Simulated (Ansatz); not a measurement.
# BeH2Se: the cost of one run

Method: def2-QZVPP, all electrons in the functionals, frozen cores in the correlation of double hybrids and RPA; program: Ansatz 0.2.0, Gaussian basis.

To be run: PBE, BLYP, r2SCAN, B97M-V, PBE0, B3LYP, wB97M-V, B2PLYP, at charge 0, singlet; charge 0, triplet; charge 1, doublet.

6 further runs of the same task are left out: 6 set aside as unsound or not needed.

## (1) The geometry

The geometry is a PBE0/def2-TZVP stationary point (not a proven minimum). No spin-orbit coupling is included. The filled d shell of Se may be among the frozen orbitals whatever the setting's name suggests; the logs give the count.

4 atoms, charge 0, spin multiplicity 1.

Atoms are counted from 1 here; the program's logs count them from 0.

Bond lengths: Se1–Be2 2.035 Å, Se1–H3 1.472 Å, Be2–H4 1.334 Å. Angles: Be2–Se1–H3 89.1°, Se1–Be2–H4 179.4°.

Geometry (Å):

```xyz
4
charge 0, multiplicity 1
Se    0.0000   -0.0210    0.2415
Be    0.0000    0.0183   -1.7935
H     0.0000    1.4507    0.2462
H     0.0000    0.0294   -3.1278
```

No dispersion term is added; B97M-V, wB97M-V hold VV10 nonlocal correlation. B3LYP takes the VWN-RPA correlation.

The geometry shown and the zero of energy belong to the point charge 0, singlet. The yardstick, RCCSD(T), and other wave-function levels (R restricted, U unrestricted, valence and pair active spaces) come from earlier runs.

## (2) PBE, charge 0, singlet

File in.yaml:

```yaml
crystal:
  periodic: [false, false, false]
  atoms:
    - {symbol: Se, position_ang: [0.000000, -0.020988, 0.241485]}
    - {symbol: Be, position_ang: [0.000000, 0.018349, -1.793468]}
    - {symbol: H, position_ang: [0.000000, 1.450738, 0.246169]}
    - {symbol: H, position_ang: [0.000000, 0.029385, -3.127847]}
basis:
  gaussian: {orbitals: "def2-QZVPP.json"}
hamiltonian: {xc: {name: PBE}}
output: {orbitals: {seedname: orbitals}}
```

Launch:

```sh
> ansatz run in.yaml --threads 1 --pin off --events-out ev --progress --plain --max-ram 2393MiB
```

**Question.** How long does this run take on 1 thread of AMD EPYC 9R45, shared host?

About 1 s.
